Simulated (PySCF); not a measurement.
# C4H7BO2: the cost of one run

Programs: PySCF 2.14.0, with density-fitted response routines of our own. Each step states its level of theory. These are calculated values for one molecule in the gas phase, unless marked as measured. Atoms count from 0, in the outputs and in this text.

## (1) The starting structure

14 atoms, charge 0, multiplicity 1; geometry from: GFN2-xTB.

Bonds of the start (Å): C0–C1 1.50, C1–C2 1.30, C2–C3 1.30, C3–B4 1.57, B4–O5 1.35, B4–O6 1.37, C0–H7 1.09, C0–H8 1.09, C0–H9 1.09, C1–H10 1.08, C3–H11 1.09, O5–H12 0.96, O6–H13 0.95.

## (2) Spin-spin couplings: B3LYP/pcJ-1

Job settings and geometry (Å):

```
{"job": {"kind": "j", "xc": "B3LYP", "basis": "pcJ-1"}, "charge": 0, "multiplicity": 1}
C     -2.610073    -0.020487     0.432135
C     -1.522218    -0.749908    -0.300172
C     -0.266640    -0.701631     0.014866
C      0.998623    -0.610114     0.312443
B      1.963974     0.473173    -0.288014
O      1.490430     1.381032    -1.167442
O      3.287242     0.540201     0.047672
H     -3.336375    -0.729010     0.830917
H     -2.197089     0.562420     1.250968
H     -3.131646     0.649659    -0.250510
H     -1.840117    -1.351079    -1.142808
H      1.408499    -1.330188     1.016016
H      2.155798     1.998302    -1.473991
H      3.598915    -0.112842     0.670864
```

With the program's defaults for keys left out, this is: B3LYP/pcJ-1 indirect spin-spin coupling, non-relativistic, gas phase.

Command:

```console
OMP_NUM_THREADS=1 python probes_run.py task.json out
```

This one command runs all jobs of the session in turn.

**Question.** How long does this job take on 1 thread of Arm Neoverse V2, shared host, and how much memory does it need?

About 46 s, with a peak of 1 GiB.
